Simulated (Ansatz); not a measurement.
# Pd (sc type): how the settings move a single-point run

Aim: see which settings change the result for Pd (sc type), by how much, and at what cost.

Computed with Ansatz 0.2.0 (reference: DFT, LDA, PAW with Ansatz's default frozen-core files, scalar-relativistic, unless a step's input says otherwise).

1 further run of the same task is left out (it didn't finish). Runs told in other sessions of the task aren't counted.

**1. The starting structure**

It takes space group Pm-3m (No. 221, cubic). Conventional cell: a = 2.015 Å, b = 2.015 Å, c = 2.015 Å, α = 90.00°, β = 90.00°, γ = 90.00°. Pd (site symmetry m-3m) has 6 Pd at 2.02 Å in its first shell of neighbours.

As a file:

```xyz
1
Lattice="2.0153 0.0000 0.0000 0.0000 2.0153 0.0000 0.0000 0.0000 2.0153" Properties=species:S:1:pos:R:3 pbc="T T T"
Pd    0.0000    0.0000    0.0000
```

**2. Baseline**

File input.yaml:

```yaml
crystal:
  lattice:
    - [2.0153005003, 0.0, 0.0]
    - [0.0, 2.0153005003, 0.0]
    - [0.0, 0.0, 2.0153005003]
  atoms:
    - { symbol: Pd, position: [0.0, 0.0, 0.0] }
kpoints:
  mp_grid: { grid: [15, 15, 15] }
scf:
  occupations: { method: fermi_dirac, width: 0.1 }
hamiltonian:
  xc: lda
  pseudopotentials: { kind: paw }
output:
  forces: true
  stress: true
  eigenvalues: true
  populations: true
```

The run is started by

```
ansatz run input.yaml --threads 1 --pin off --max-ram 2048MiB --backend cpu --events-out ev --progress --plain --runs-dir out
```

**3. Changed: scf.algorithm density_mixing, mixing.algorithm msr1, mixing.beta 0.5**

Edit input.yaml of step 2 so:

```diff
@@ -11,2 +11,4 @@
   occupations: { method: fermi_dirac, width: 0.1 }
+  algorithm: density_mixing
+  mixing: { algorithm: msr1, beta: 0.5 }
 hamiltonian:
```

Q: Predict the outcome of this session. Wanted: for each run, ending; energy change; pressure; gap; force.

The runs gave:

```tsv
run	ending	energy change	pressure (GPa)	gap (eV)	force (eV/Å)	cycles	time
reference	converged	0	667.4	0.00	0.00	6	1.6 s
1: scf.algorithm density_mixing, mixing.algorithm msr1, mixing.beta 0.5	converged	0.0 meV/atom	667.4	0.00	0.00	6	1.5 s
```

Residual by cycle in the longest SCF loop of each run; runs are numbered as in the table. The quantity is the density residual dr2, in eV.

```tsv
cycle	reference	run 1
1	0.0531	0.0531
2	0.00318	0.00318
3	6.0e-4	6.0e-4
4	3.0e-7	3.0e-7
5	8.3e-9	8.3e-9
6	2.3e-10	2.3e-10
```

What this shows: Energy and cycle count are those of the reference, so the change (solver and mixing) left the result and the number of cycles as they were. The structure is not at rest: the sound run finds 667 GPa, so these are no properties of the relaxed crystal. 
